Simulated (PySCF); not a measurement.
# InC: from the state search to spectroscopic constants, part 2 of 2

PySCF 2.14.0; In x2c-TZVPPall, C x2c-TZVPPall; spin-free X2C with a Gaussian nucleus. The steps go on from the part before.

## (9) B3LYP

The SCF at the reference distance, 2.207 Å, printed:

```text
******** <class 'pyscf.dft.uks_symm.SymAdaptedUKS'> ********
method = SymAdaptedUKS
initial guess = minao
damping factor = 0
level_shift factor = 0
DIIS = <class 'pyscf.scf.diis.CDIIS'>
diis_start_cycle = 1
diis_space = 10
diis_damp = 0
SCF conv_tol = 1e-09
SCF conv_tol_grad = None
SCF max_cycles = 60
direct_scf = False
max_memory 2100 MB (current use 754 MB)
number electrons alpha = 29  beta = 26
XC library pyscf.dft.libxc version 7.0.0
    S. Lehtola, C. Steigemann, M. J.T. Oliveira, and M. A.L. Marques.,  SoftwareX 7, 1–5 (2018)
XC functionals = B3LYP
    P. J. Stephens, F. J. Devlin, C. F. Chabalowski, and M. J. Frisch.,  J. Phys. Chem. 98, 11623 (1994)
small_rho_cutoff = 0
Set gradient conv threshold to 3.16228e-05
init E= -5918.9575956015
cycle= 1 E= -5918.95841278736  delta_E= -0.000817  |g|= 0.0188  |ddm|= 0.07
cycle= 2 E= -5918.95825343366  delta_E= 0.000159  |g|= 0.0251  |ddm|= 0.0435
cycle= 3 E= -5918.95851961039  delta_E= -0.000266  |g|= 0.00515  |ddm|= 0.0288
cycle= 4 E= -5918.95853935483  delta_E= -1.97e-05  |g|= 0.000789  |ddm|= 0.00593
cycle= 5 E= -5918.95854025159  delta_E= -8.97e-07  |g|= 0.000256  |ddm|= 0.00195
cycle= 6 E= -5918.95854037312  delta_E= -1.22e-07  |g|= 7.98e-05  |ddm|= 0.000767
cycle= 7 E= -5918.95854037742  delta_E= -4.3e-09  |g|= 3.66e-05  |ddm|= 0.000158
cycle= 8 E= -5918.95854037856  delta_E= -1.14e-09  |g|= 4.62e-06  |ddm|= 5.11e-05
cycle= 9 E= -5918.95854037858  delta_E= -1.55e-11  |g|= 1.6e-06  |ddm|= 9.91e-06
Extra cycle  E= -5918.95854037859  delta_E= -6.37e-12  |g|= 1.33e-06  |ddm|= 4.81e-06
converged SCF energy = -5918.95854037859  <S^2> = 3.7554441  2S+1 = 4.0027211
```

Re = 2.224 Å, ωe = 456 cm⁻¹, ωexe = 2.69 cm⁻¹, αe = 0.00272 cm⁻¹, Be = 0.3137 cm⁻¹, De = 2.77 eV, μ = -2.88 D. 36 s of CPU time for 12 points, integrals apart.

## (10) M06 (hybrid meta-GGA)

Log of the SCF at 2.207 Å:

```text
******** <class 'pyscf.dft.uks_symm.SymAdaptedUKS'> ********
method = SymAdaptedUKS
initial guess = minao
damping factor = 0
level_shift factor = 0
DIIS = <class 'pyscf.scf.diis.CDIIS'>
diis_start_cycle = 1
diis_space = 10
diis_damp = 0
SCF conv_tol = 1e-09
SCF conv_tol_grad = None
SCF max_cycles = 60
direct_scf = False
max_memory 2100 MB (current use 755 MB)
number electrons alpha = 29  beta = 26
XC library pyscf.dft.libxc version 7.0.0
    S. Lehtola, C. Steigemann, M. J.T. Oliveira, and M. A.L. Marques.,  SoftwareX 7, 1–5 (2018)
XC functionals = M06
    Y. Zhao and D. G. Truhlar.,  Theor. Chem. Acc. 120, 215 (2008)
    Y. Zhao and D. G. Truhlar.,  Theor. Chem. Acc. 120, 215 (2008)
small_rho_cutoff = 0
Set gradient conv threshold to 3.16228e-05
init E= -5918.96850625107
cycle= 1 E= -5918.97142957437  delta_E= -0.00292  |g|= 0.0191  |ddm|= 0.172
cycle= 2 E= -5918.97133037027  delta_E= 9.92e-05  |g|= 0.0219  |ddm|= 0.0474
cycle= 3 E= -5918.97159795971  delta_E= -0.000268  |g|= 0.00591  |ddm|= 0.0294
cycle= 4 E= -5918.97162130727  delta_E= -2.33e-05  |g|= 0.00224  |ddm|= 0.00838
cycle= 5 E= -5918.97162386644  delta_E= -2.56e-06  |g|= 0.000318  |ddm|= 0.00356
cycle= 6 E= -5918.97162395544  delta_E= -8.9e-08  |g|= 5.43e-05  |ddm|= 0.001
cycle= 7 E= -5918.97162395919  delta_E= -3.74e-09  |g|= 1.96e-05  |ddm|= 0.000124
cycle= 8 E= -5918.97162395956  delta_E= -3.78e-10  |g|= 5.27e-06  |ddm|= 4.55e-05
Extra cycle  E= -5918.97162395957  delta_E= -1.09e-11  |g|= 5.06e-06  |ddm|= 1.41e-05
converged SCF energy = -5918.97162395957  <S^2> = 3.75713  2S+1 = 4.0035634
```

Re = 2.219 Å, ωe = 473 cm⁻¹, ωexe = 2.68 cm⁻¹, αe = 0.00258 cm⁻¹, Be = 0.3151 cm⁻¹, De = 3.06 eV, μ = -2.89 D.

## (11) M06-L (meta-GGA)

Log of the SCF at 2.207 Å:

```text
******** <class 'pyscf.dft.uks_symm.SymAdaptedUKS'> ********
method = SymAdaptedUKS
initial guess = minao
damping factor = 0
level_shift factor = 0
DIIS = <class 'pyscf.scf.diis.CDIIS'>
diis_start_cycle = 1
diis_space = 10
diis_damp = 0
SCF conv_tol = 1e-09
SCF conv_tol_grad = None
SCF max_cycles = 60
direct_scf = False
max_memory 2100 MB (current use 755 MB)
number electrons alpha = 29  beta = 26
XC library pyscf.dft.libxc version 7.0.0
    S. Lehtola, C. Steigemann, M. J.T. Oliveira, and M. A.L. Marques.,  SoftwareX 7, 1–5 (2018)
XC functionals = M06L
    Y. Zhao and D. G. Truhlar.,  J. Chem. Phys. 125, 194101 (2006)
    Y. Zhao and D. G. Truhlar.,  J. Chem. Phys. 125, 194101 (2006)
    Y. Zhao and D. G. Truhlar.,  Theor. Chem. Acc. 120, 215 (2008)
small_rho_cutoff = 0
Set gradient conv threshold to 3.16228e-05
init E= -5918.78327407217
cycle= 1 E= -5918.78765011132  delta_E= -0.00438  |g|= 0.0396  |ddm|= 0.32
cycle= 2 E= -5918.78694945489  delta_E= 0.000701  |g|= 0.0465  |ddm|= 0.0878
cycle= 3 E= -5918.78787050758  delta_E= -0.000921  |g|= 0.0199  |ddm|= 0.0681
cycle= 4 E= -5918.7881672647  delta_E= -0.000297  |g|= 0.00311  |ddm|= 0.026
cycle= 5 E= -5918.78817404193  delta_E= -6.78e-06  |g|= 0.00114  |ddm|= 0.00711
cycle= 6 E= -5918.78817501909  delta_E= -9.77e-07  |g|= 0.000609  |ddm|= 0.00231
cycle= 7 E= -5918.78817534201  delta_E= -3.23e-07  |g|= 0.0002  |ddm|= 0.000973
cycle= 8 E= -5918.78817537805  delta_E= -3.6e-08  |g|= 4.71e-05  |ddm|= 0.000456
cycle= 9 E= -5918.78817537942  delta_E= -1.37e-09  |g|= 6.56e-06  |ddm|= 8.87e-05
cycle= 10 E= -5918.78817537945  delta_E= -2.73e-11  |g|= 9.21e-07  |ddm|= 2.54e-05
Extra cycle  E= -5918.78817537945  delta_E= -1.82e-12  |g|= 1.48e-06  |ddm|= 3.38e-06
converged SCF energy = -5918.78817537945  <S^2> = 3.7623612  2S+1 = 4.0061758
```

Re = 2.223 Å, ωe = 465 cm⁻¹, ωexe = 2.66 cm⁻¹, αe = 0.00262 cm⁻¹, Be = 0.3141 cm⁻¹, De = 3.20 eV, μ = -2.74 D. 34 s of CPU time for 12 points, integrals apart.

## (12) ωB97X

Log of the SCF at 2.207 Å:

```text
******** <class 'pyscf.dft.uks_symm.SymAdaptedUKS'> ********
method = SymAdaptedUKS
initial guess = minao
damping factor = 0
level_shift factor = 0
DIIS = <class 'pyscf.scf.diis.CDIIS'>
diis_start_cycle = 1
diis_space = 10
diis_damp = 0
SCF conv_tol = 1e-09
SCF conv_tol_grad = None
SCF max_cycles = 60
direct_scf = False
max_memory 2100 MB (current use 755 MB)
number electrons alpha = 29  beta = 26
XC library pyscf.dft.libxc version 7.0.0
    S. Lehtola, C. Steigemann, M. J.T. Oliveira, and M. A.L. Marques.,  SoftwareX 7, 1–5 (2018)
XC functionals = WB97X
    J.-D. Chai and M. Head-Gordon.,  J. Chem. Phys. 128, 084106 (2008)
small_rho_cutoff = 0
Set gradient conv threshold to 3.16228e-05
init E= -5919.07275864671
cycle= 1 E= -5919.07494241744  delta_E= -0.00218  |g|= 0.0128  |ddm|= 0.192
cycle= 2 E= -5919.07524209598  delta_E= -0.0003  |g|= 0.00568  |ddm|= 0.0415
cycle= 3 E= -5919.07532281534  delta_E= -8.07e-05  |g|= 0.00405  |ddm|= 0.0168
cycle= 4 E= -5919.07534711244  delta_E= -2.43e-05  |g|= 0.00145  |ddm|= 0.00857
cycle= 5 E= -5919.0753563006  delta_E= -9.19e-06  |g|= 0.000742  |ddm|= 0.00678
cycle= 6 E= -5919.07535839195  delta_E= -2.09e-06  |g|= 0.00029  |ddm|= 0.00352
cycle= 7 E= -5919.07535869033  delta_E= -2.98e-07  |g|= 7.83e-05  |ddm|= 0.00153
cycle= 8 E= -5919.07535870275  delta_E= -1.24e-08  |g|= 2.25e-05  |ddm|= 0.000334
cycle= 9 E= -5919.07535870378  delta_E= -1.03e-09  |g|= 7.64e-06  |ddm|= 7.88e-05
cycle= 10 E= -5919.07535870384  delta_E= -5.82e-11  |g|= 2.47e-06  |ddm|= 1.71e-05
Extra cycle  E= -5919.07535870385  delta_E= -9.09e-12  |g|= 1.67e-06  |ddm|= 6.85e-06
converged SCF energy = -5919.07535870385  <S^2> = 3.7610352  2S+1 = 4.0055138
```

Re = 2.202 Å, ωe = 486 cm⁻¹, ωexe = 2.46 cm⁻¹, αe = 0.00249 cm⁻¹, Be = 0.3199 cm⁻¹, De = 2.90 eV, μ = -2.77 D.

## (13) UHF

Output of the SCF at 2.207 Å:

```text
******** <class 'pyscf.scf.uhf_symm.SymAdaptedUHF'> ********
method = SymAdaptedUHF
initial guess = minao
damping factor = 0
level_shift factor = 0
DIIS = <class 'pyscf.scf.diis.CDIIS'>
diis_start_cycle = 1
diis_space = 10
diis_damp = 0
SCF conv_tol = 1e-09
SCF conv_tol_grad = None
SCF max_cycles = 60
direct_scf = False
max_memory 2100 MB (current use 826 MB)
number electrons alpha = 29  beta = 26
Overwritten attributes  get_occ get_hcore get_k get_jk get_j  of <class 'pyscf.scf.uhf_symm.SymAdaptedUHF'>
<class 'pyscf.scf.uhf_symm.SymAdaptedUHF'> does not have attributes  refdm
Set gradient conv threshold to 3.16228e-05
init E= -5916.00087549477
cycle= 1 E= -5916.01773332289  delta_E= -0.0169  |g|= 0.0407  |ddm|= 0.276
cycle= 2 E= -5916.0198576581  delta_E= -0.00212  |g|= 0.0166  |ddm|= 0.0952
cycle= 3 E= -5916.02064179914  delta_E= -0.000784  |g|= 0.0111  |ddm|= 0.0446
cycle= 4 E= -5916.02100941597  delta_E= -0.000368  |g|= 0.00735  |ddm|= 0.0306
cycle= 5 E= -5916.0212807527  delta_E= -0.000271  |g|= 0.00357  |ddm|= 0.0348
cycle= 6 E= -5916.02133873949  delta_E= -5.8e-05  |g|= 0.00106  |ddm|= 0.0182
cycle= 7 E= -5916.02134303211  delta_E= -4.29e-06  |g|= 0.000405  |ddm|= 0.00546
cycle= 8 E= -5916.02134335588  delta_E= -3.24e-07  |g|= 0.000163  |ddm|= 0.00123
cycle= 9 E= -5916.02134343515  delta_E= -7.93e-08  |g|= 5.74e-05  |ddm|= 0.000661
cycle= 10 E= -5916.02134344571  delta_E= -1.06e-08  |g|= 2.4e-05  |ddm|= 0.00022
cycle= 11 E= -5916.0213434475  delta_E= -1.78e-09  |g|= 9.39e-06  |ddm|= 0.000105
cycle= 12 E= -5916.02134344787  delta_E= -3.73e-10  |g|= 3.32e-06  |ddm|= 5.51e-05
Extra cycle  E= -5916.0213434479  delta_E= -2.91e-11  |g|= 2.12e-06  |ddm|= 7.67e-06
converged SCF energy = -5916.0213434479  <S^2> = 3.7622716  2S+1 = 4.0061311
```

Re = 2.232 Å, ωe = 483 cm⁻¹, ωexe = 2.71 cm⁻¹, αe = 0.00251 cm⁻¹, Be = 0.3113 cm⁻¹, De = 1.99 eV, μ = -2.65 D. 17 s of CPU time for 12 points, integrals apart.

## (14) Correlated methods on the Hartree–Fock reference

Reference: UHF; core orbitals frozen: 19; virtual orbitals above 20 hartree dropped in coupled cluster: 2. MP2 keeps all virtuals, so it differs from the MP2 energy in the coupled-cluster log.

Output of the coupled-cluster run at 2.207 Å:

```text
******** <class 'pyscf.cc.uccsd.UCCSD'> ********
CC2 = 0
CCSD nocc = (np.int64(10), np.int64(7)), nmo = (70, 70)
frozen orbitals [[0, 1, 2, 3, 4, 5, 6, 7, 8, 9, 10, 11, 12, 13, 14, 15, 16, 17, 18, 89, 90], [0, 1, 2, 3, 4, 5, 6, 7, 8, 9, 10, 11, 12, 13, 14, 15, 16, 17, 18, 89, 90]]
max_cycle = 80
direct = 0
conv_tol = 1e-07
conv_tol_normt = 1e-05
diis_space = 8
diis_start_cycle = 0
diis_start_energy_diff = 1e+09
max_memory 2100 MB (current use 916 MB)
Init t2, MP2 energy = -0.365744315315258
Init E_corr(UCCSD) = -0.365744315321848
cycle = 1  E_corr(UCCSD) = -0.361816317869189  dE = 0.00392799745  norm(t1,t2) = 0.0926046
cycle = 2  E_corr(UCCSD) = -0.371945110932463  dE = -0.0101287931  norm(t1,t2) = 0.0346666
cycle = 3  E_corr(UCCSD) = -0.373526439149746  dE = -0.00158132822  norm(t1,t2) = 0.0246059
cycle = 4  E_corr(UCCSD) = -0.376119620401062  dE = -0.00259318125  norm(t1,t2) = 0.014049
cycle = 5  E_corr(UCCSD) = -0.37619991493613  dE = -8.02945351e-05  norm(t1,t2) = 0.00744398
cycle = 6  E_corr(UCCSD) = -0.376088950838891  dE = 0.000110964097  norm(t1,t2) = 0.0020113
cycle = 7  E_corr(UCCSD) = -0.376183139331239  dE = -9.41884923e-05  norm(t1,t2) = 0.000871679
cycle = 8  E_corr(UCCSD) = -0.376182765825624  dE = 3.73505616e-07  norm(t1,t2) = 0.000299065
cycle = 9  E_corr(UCCSD) = -0.376171924211139  dE = 1.08416145e-05  norm(t1,t2) = 0.000122418
cycle = 10  E_corr(UCCSD) = -0.376174092933099  dE = -2.16872196e-06  norm(t1,t2) = 3.9683e-05
cycle = 11  E_corr(UCCSD) = -0.376174526867591  dE = -4.33934492e-07  norm(t1,t2) = 1.45883e-05
cycle = 12  E_corr(UCCSD) = -0.376174456567348  dE = 7.03002427e-08  norm(t1,t2) = 4.54499e-06
UCCSD converged
E(UCCSD) = -5916.397517904465  E_corr = -0.3761744565673479
UCCSD(T) correction = -0.0129099922046872
```

Correlation energy (eV) along the bond:

```
R (Å)      MP2  SCS-MP2     CCSD  CCSD(T)     T1
1.898  -10.121   -9.118      n/a      n/a    n/a
1.986  -10.056   -9.064  -10.327  -10.685  0.033
2.075  -10.008   -9.025  -10.282  -10.637  0.031
2.141   -9.980   -9.004  -10.257  -10.609  0.030
2.207   -9.958   -8.987  -10.236  -10.588  0.029
2.273   -9.940   -8.973  -10.220  -10.570  0.029
2.361   -9.920   -8.959  -10.203  -10.553  0.028
2.472   -9.900   -8.945  -10.187  -10.536  0.028
2.604   -9.879   -8.930  -10.173  -10.523  0.028
2.781   -9.852   -8.911      n/a      n/a    n/a
```

UHF-MP2: Re = 2.202 Å, ωe = 491 cm⁻¹, ωexe = 2.50 cm⁻¹, αe = 0.00246 cm⁻¹, Be = 0.3201 cm⁻¹, De = 2.78 eV.

UHF-SCS-MP2: Re = 2.210 Å, ωe = 487 cm⁻¹, ωexe = 2.50 cm⁻¹, αe = 0.00245 cm⁻¹, Be = 0.3178 cm⁻¹, De = 2.47 eV.

UHF-CCSD: Re = 2.204 Å, ωe = 488 cm⁻¹, ωexe = 2.62 cm⁻¹, αe = 0.00254 cm⁻¹, Be = 0.3193 cm⁻¹, De = 2.63 eV.

UHF-CCSD(T): Re = 2.202 Å, ωe = 487 cm⁻¹, ωexe = 2.62 cm⁻¹, αe = 0.00255 cm⁻¹, Be = 0.3198 cm⁻¹, De = 2.74 eV.

## (15) The curves together

Energy (eV) from each level's lowest point:

```
R (Å)    UHF  UHF-MP2  UHF-SCS-MP2  UHF-CCSD  UHF-CCSD(T)    PBE  r²SCAN  M06-L  B3LYP   PBE0    M06   MN15  ωB97X
1.898  0.851    0.688        0.720       n/a          n/a  0.680   0.662  0.734  0.720  0.660  0.738  0.613  0.679
1.986  0.400    0.303        0.324     0.309        0.303  0.308   0.290  0.338  0.332  0.290  0.338  0.262  0.298
2.075  0.142    0.093        0.104     0.096        0.093  0.102   0.088  0.115  0.114  0.089  0.114  0.074  0.092
2.141  0.041    0.019        0.025     0.021        0.020  0.026   0.018  0.031  0.031  0.019  0.030  0.012  0.019
2.207  0.000    0.000        0.000     0.000        0.000  0.000   0.000  0.000  0.000  0.000  0.000  0.000  0.000
2.273  0.004    0.022        0.018     0.021        0.021  0.012   0.021  0.009  0.008  0.021  0.012  0.026  0.022
2.361  0.062    0.100        0.090     0.095        0.097  0.070   0.094  0.068  0.064  0.093  0.075  0.103  0.097
2.472  0.191    0.249        0.233     0.241        0.243  0.190   0.232  0.192  0.183  0.231  0.205  0.246  0.243
2.604  0.396    0.474        0.452     0.458        0.460  0.372   0.439  0.385  0.367  0.438  0.406  0.458  0.462
2.781  0.701    0.807        0.777       n/a          n/a  0.642   0.740  0.672  0.642  0.741  0.705  0.767  0.788
```

The whole job (state search and all levels along the bond) took 16 min on 1 thread of Arm Neoverse V1 (shared host), peak memory 2.3 GiB.

## (16) Results

This closing draws on all 2 parts.

Lowest PBE0 solution found, without spin–orbit coupling: ⁴Σ⁻ (quartet), unpaired electrons σ ↑, π ↑↑. State 2 has its PBE0 minimum 0.55 eV higher, as a spin-mixed determinant (⟨S²⟩ = 1.77), so this is no gap between pure states. State 3 has its PBE0 minimum 0.60 eV higher, as a spin-mixed determinant (⟨S²⟩ = 1.76), so this is no gap between pure states. State 4 has its PBE0 minimum 1.58 eV higher. The other levels ran on the lowest alone.

```
      level  Re (Å)  ωe (cm⁻¹)  De (eV)  μ (D)
        UHF   2.232        483     1.99  -2.65
    UHF-MP2   2.202        491     2.78    n/a
UHF-SCS-MP2   2.210        487     2.47    n/a
   UHF-CCSD   2.204        488     2.63    n/a
UHF-CCSD(T)   2.202        487     2.74    n/a
        PBE   2.217        454     3.18  -2.69
     r²SCAN   2.202        478     3.11  -2.57
      M06-L   2.223        465     3.20  -2.74
      B3LYP   2.224        456     2.77  -2.88
       PBE0   2.202        476     2.97  -2.76
        M06   2.219        473     3.06  -2.89
       MN15   2.193        478     2.87  -2.59
      ωB97X   2.202        486     2.90  -2.77
```

De is counted to In + C in their ground configurations. A positive dipole means In(−)C(+).

Differences from CCSD(T) in the same basis:

```
      level  Re (mÅ)  ωe (%)
        UHF      +30    -0.9
    UHF-MP2       -1    +0.8
UHF-SCS-MP2       +7    -0.1
   UHF-CCSD       +2    +0.1
        PBE      +14    -6.8
     r²SCAN       -1    -1.9
      M06-L      +20    -4.6
      B3LYP      +22    -6.4
       PBE0        0    -2.3
        M06      +16    -2.9
       MN15      -10    -1.9
      ωB97X        0    -0.4
```

Time per point (s) on 1 thread of Arm Neoverse V1, shared host (CPU time, shared integrals of 2.2 s apart; correlated levels include their reference; CCSD comes with the CCSD(T) run); the times are rough: UHF 1.4, UHF-MP2 2.4, UHF-SCS-MP2 2.4, PBE 1.9, r²SCAN 2.7, M06-L 2.8, B3LYP 3, PBE0 3.7, M06 3.5, MN15 3.8, ωB97X 5.5; the reference 55.

The cheapest levels within 11 mÅ and 2.5 % of CCSD(T): UHF-MP2 (2.4 s), UHF-SCS-MP2 (2.4 s), r²SCAN (2.7 s), PBE0 (3.7 s). The dearest run takes 55 s.

What this shows: Against CCSD(T) in the same basis, the bond length is nearest at PBE0 and ωB97X (0 mÅ) and farthest at UHF (+30 mÅ); the wavenumber is nearest at UHF-SCS-MP2 and UHF-CCSD (0.1 % off) and farthest at PBE (-6.8 %). Among the levels with a De in the table, it runs from 1.99 eV (UHF) to 3.20 eV (M06-L).

Correlated steps freeze 19 core orbitals. Spin–orbit coupling is left out, which matters for elements this heavy, above all for dissociation energies.
